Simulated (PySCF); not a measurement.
# C4H6AlF: the cost of one run

Programs: PySCF 2.14.0, with density-fitted response routines of our own. Each step states its level of theory. These are calculated values for one molecule in the gas phase, unless marked as measured. Atoms are numbered from 0 throughout.

## 1. Starting geometry

12 atoms, charge 0, multiplicity 1; geometry from: PBE0-D3(BJ)/def2-SVP.

Bonds of the start (Å): C0–C1 1.34, C1–C2 1.46, C2–C3 1.35, C2–Al4 1.95, Al4–F5 1.67, C0–H6 1.10, C0–H7 1.09, C1–H8 1.10, C3–H9 1.10, C3–H10 1.09, Al4–H11 1.58.

## 2. Shielding tensors: PBE0/6-31G*

The job: settings as JSON, then the geometry in Å.

```
{"job": {"kind": "nmr", "xc": "PBE0", "basis": "6-31G*", "pop": true}, "charge": 0, "multiplicity": 1}
C      2.013256    -0.404628    -0.191235
C      0.780460    -0.739215    -0.598057
C     -0.459725    -0.106197    -0.144328
C     -1.652751    -0.524384    -0.622075
Al    -0.553293     1.330788     1.167641
F     -2.094536     1.910365     1.446418
H      2.181864     0.394830     0.538121
H      2.899481    -0.919324    -0.569991
H      0.672529    -1.550054    -1.332719
H     -1.728344    -1.339668    -1.355417
H     -2.597564    -0.073285    -0.301587
H      0.608707     2.004646     1.998647
```

Level: GIAO PBE0/6-31G* NMR shielding, non-relativistic, gas phase.

Run with:

```console
> OMP_NUM_THREADS=1 python probes_run.py task.json out
```

The driver reads the jobs from task.json and runs them one after another.

Q: Estimate the wall time and peak memory of this first job on 1 thread of Arm Neoverse V1, shared host.

About 9 s, with a peak of 0.55 GiB.
